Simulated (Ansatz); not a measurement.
# TaO2: the cost of one run

Program: Ansatz 0.2.0. Level of theory: DFT PBEsol, scalar-relativistic, plane waves, PAW. These are calculated values, not measurements.

1 further run of the same task is left out (set aside as unsound or not needed). Runs told in other sessions of the task aren't counted.

**1. The system as given**

It takes space group P4_2/mnm (No. 136, tetragonal). The conventional cell has a = 4.951 Å, b = 4.951 Å, c = 2.851 Å, α = 90.00°, β = 90.00°, γ = 90.00°. Ta (site symmetry mmm) has 6 O at 2.01 to 2.07 Å in its first shell of neighbours. O (site symmetry m2m) is surrounded by 3 Ta at 2.01 to 2.07 Å.

Structure file:

```
CELL_PARAMETERS angstrom
4.95094 0.00000 0.00000
0.00000 4.95094 0.00000
0.00000 0.00000 2.85082
ATOMIC_POSITIONS crystal
Ta 0.00000 0.00000 0.50000
Ta 0.50000 0.50000 0.00000
O 0.71344 0.28656 0.50000
O 0.28656 0.71344 0.50000
O 0.21344 0.21344 0.00000
O 0.78656 0.78656 0.00000
```

It goes back to an entry of the Materials Project, which need not be the stable form.

It is the result of an earlier relaxation at this level (volume 11.65 Å³/atom; gap on the mesh: none (metal)).

**2. The reference cell**

The reference gives a free energy of -21862.0567 eV, pressure -0.02 GPa, largest force 0.007 eV/Å and gap on the mesh none (metal). It was computed beforehand with the settings of the runs below.

**3. Setting up a strain scan**

The cell is strained by ε times the Voigt pattern (0, 0, 0, 0, 0, 1) (xx, yy, zz, yz, xz, xy; engineering shear), with fractional coordinates fixed (clamped ions). The stress on the pattern is the sum of the stress components weighted by it, tension positive.

**4. At ε = -0.0400**

input.yaml

```yaml
crystal:
  lattice:
    - [4.9509447791, -0.0990188956, 0.0]
    - [-0.0990188956, 4.9509447791, 0.0]
    - [0.0, 0.0, 2.8508241367]
  atoms:
    - { symbol: Ta, position: [0.0, 0.0, 0.5] }
    - { symbol: Ta, position: [0.5, 0.5, 0.0] }
    - { symbol: O, position: [0.7134360097, 0.2865639903, 0.5] }
    - { symbol: O, position: [0.2865639903, 0.7134360097, 0.5] }
    - { symbol: O, position: [0.2134360097, 0.2134360097, 0.0] }
    - { symbol: O, position: [0.7865639903, 0.7865639903, 0.0] }
basis:
  ecutwfc: 420
kpoints:
  mp_grid: { grid: [10, 10, 16] }
hamiltonian:
  xc: pbesol
scf:
  occupations: { method: gaussian, width: 0.15 }
output:
  forces: true
  stress: true
  eigenvalues: true
```

The run is started by

```
$ ansatz run input.yaml --threads 1 --pin off --max-ram 2560MiB --backend cpu --events-out ev --progress --plain --runs-dir out
```

**Question.** How long does this run take on 1 thread of Intel Xeon 6975P-C (Granite Rapids), shared host, and how much memory does it need?

About 14 s, with a peak of 0.7 GiB.
